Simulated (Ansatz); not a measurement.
## Sc, space group P6_3/mmc: a convergence test of the plane-wave cutoff, step by step

Program: Ansatz 0.2.0 through its Python package.

Notebook, run cell by cell (the value of a cell's last expression is shown):

```python
import ansatz
import matplotlib.pyplot as plt
```

```python
system = (
    ansatz.Lattice.from_parameters(3.309, 3.309, 5.2733, alpha=90, beta=90, gamma=120)
    .space_group(194)
    .atom("Sc", (1 / 3, 2 / 3, 0.25))
)
```

```python
[site.symbol for site in system.resolved().sites]
```

    ['Sc', 'Sc']

```python
model = (
    system.calculation()
    .functional("pbesol")
    .kpoints(mesh=(5, 5, 3), center="gamma")
    .occupations("fermi_dirac", width=0.01)
    .eigensolver("auto", mixed_precision=False)
    .scf(max_iterations=80, algorithm="direct_min")
    .stress()
)
```

```python
rows = []
for value in [250, 325, 400, 475, 550, 625]:
    report = model.basis(value).run().report
    rows.append((value, report["free_energy_ev"] / len(report["lattice"]["sites"]), report["n_iterations"], sum(report["stress_gpa"][i][i] for i in range(3)) / 3, report["n_pw"]))

print(" cutoff (eV)   F/atom (eV)    iterations       P (GPa)   plane waves")
for row in rows:
    print(f"{str(row[0]):>12s}  {row[1]:12.5f}  {row[2]:12d}  {row[3]:12.3f}  {row[4]:12d}")
```

    DeckWarning: basis.ecutwfc = 250 eV is below the records' recommended 420 eV, and the density's cutoff is lower with it unless basis.ecutrho_ratio is high enough to keep the records' density cutoff: compare with a run at a higher cutoff
    DeckWarning: basis.ecutwfc = 325 eV is below the records' recommended 420 eV, and the density's cutoff is lower with it unless basis.ecutrho_ratio is high enough to keep the records' density cutoff: compare with a run at a higher cutoff
    DeckWarning: basis.ecutwfc = 400 eV is below the records' recommended 420 eV, and the density's cutoff is lower with it unless basis.ecutrho_ratio is high enough to keep the records' density cutoff: compare with a run at a higher cutoff
     cutoff (eV)   F/atom (eV)    iterations       P (GPa)   plane waves
             250   -2111.01069             6        -2.214           451
             325   -2111.32395             6        -2.280           687
             400   -2111.32919             6        -2.274           929
             475   -2111.32957             6        -2.275          1165
             550   -2111.32969             6        -2.275          1461
             625   -2111.32986             6        -2.275          1785

```python
# differences from the last row
for row in rows[:-1]:
    shift = 1000 * (row[1] - rows[-1][1])
    print(f"{row[0]}: {shift:+.2f} meV/atom" + ("  (within 2 meV)" if abs(shift) < 2 else ""))
plt.figure(figsize=(4.5, 3))
plt.plot([str(row[0]) for row in rows], [1000 * (row[1] - rows[-1][1]) for row in rows], "o-")
plt.xlabel("cutoff (eV)")
plt.ylabel("F - F(last) (meV/atom)")
plt.tight_layout()
plt.savefig("ecut.png", dpi=100)
```

    250: +319.18 meV/atom
    325: +5.92 meV/atom
    400: +0.67 meV/atom  (within 2 meV)
    475: +0.30 meV/atom  (within 2 meV)
    550: +0.17 meV/atom  (within 2 meV)

From 400 eV on it stays within 2 meV an atom of the value at 625 eV; the first row (250 eV) is off by 319.2 meV and the last but one by 0.17 meV. The energy falls steadily, as expected when plane waves are added. The pressure moves from -2.21 to -2.28 GPa (the program's stress holds a Pulay correction, so it settles early).

Reading the output:
- No spin polarisation was allowed.
- For a metal this k-point mesh is coarse: on a finer one energies can move by several to tens of meV an atom and pressures by half a GPa or more, differences at one mesh by less.
- Pressure is positive in compression.
- Warnings are shown shortened and without file and line.
- Shifts are counted from the last row, which is itself no proven limit.
- Timing: 9 s on 1 thread of Arm Neoverse V2 (shared host), peak memory 0.41 GiB.
